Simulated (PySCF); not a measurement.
# InN+: from the state search to spectroscopic constants

One table from this session's results is given with a row withheld; the runs are named, their logs left out.

Computed with PySCF 2.14.0. Level: In cc-pVDZ-PP with ECP28, N cc-pVDZ, scalar-relativistic core potentials.

Set-up of the first run:

A driver script around PySCF takes these settings:

```yaml
atoms: In, N
charge: 1
basis: In cc-pVDZ-PP with ECP28, N cc-pVDZ
Hamiltonian: scalar-relativistic core potentials
basis_functions: 37
electrons_treated: 27
masses_in_u: 114.9039, 14.0031
levels: PBE0, PBE, r²SCAN, MN15, BP86, PBEsol, HSE06, HF, MP2, SCS-MP2, CCSD, CCSD(T)
grid: 80 radial by 434 angular points
occupations: held fixed by the projection of orbital angular momentum
dissociation_limit: In+ + N, each in its ground configuration
starting_distance_in_angstrom: 2.145
values_of_2S_to_try: 1, 3
```

Launch:

```
$ OMP_NUM_THREADS=1 python dia.py task.json out
```

Steps of the session up to this table: Input; PBE0 along the bond; Other states along the same grid; PBE (GGA); r²SCAN (meta-GGA); MN15 (hybrid meta-GGA); BP86 (GGA); PBEsol (GGA); HSE06 (range-separated hybrid); UHF; MP2 and coupled cluster.

One of the session's tables, all rows but one given; the rest of the session is left out.

Energy (eV) from each level's lowest point:

| R (Å) | UHF | UHF-MP2 | UHF-SCS-MP2 | UHF-CCSD | UHF-CCSD(T) |
| --- | --- | --- | --- | --- | --- |
| 2.478 | 0.354 | 0.232 | 0.258 | n/a | n/a |
| 2.594 | 0.235 | 0.140 | 0.160 | 0.136 | 0.122 |
| 2.709 | 0.152 | 0.080 | 0.095 | 0.078 | 0.067 |
| 2.796 | 0.108 | 0.049 | 0.061 | 0.049 | 0.041 |
| 2.882 | ? | ? | ? | ? | ? |
| 2.969 | 0.050 | 0.014 | 0.020 | 0.014 | 0.010 |
| 3.084 | 0.027 | 0.004 | 0.007 | 0.004 | 0.002 |
| 3.228 | 0.010 | 0.000 | 0.000 | 0.000 | 0.000 |
| 3.401 | 0.001 | 0.003 | 0.000 | 0.003 | 0.005 |
| 3.631 | 0.000 | 0.013 | 0.008 | n/a | n/a |

Q: Estimate the row for R (Å) = 2.882 from the others.

Worked estimate for «UHF». A straight line through the neighbours (2.796, 0.108) and (2.969, 0.050) gives 0.108 + (0.050 − 0.108) × (2.882 − 2.796) / (2.969 − 2.796) = 0.079; a parabola fitted to 4 rows on both sides gives 0.075.

The run gave: UHF: 0.074; UHF-MP2: 0.028; UHF-SCS-MP2: 0.037; UHF-CCSD: 0.028; UHF-CCSD(T): 0.022. In «UHF» the line misses by +0.005 and the parabola by +0.001.

The other levels ran on the lowest alone.

To keep in mind: The bond is weak, and basis-set superposition, which was not computed, may be a sizeable part of it.
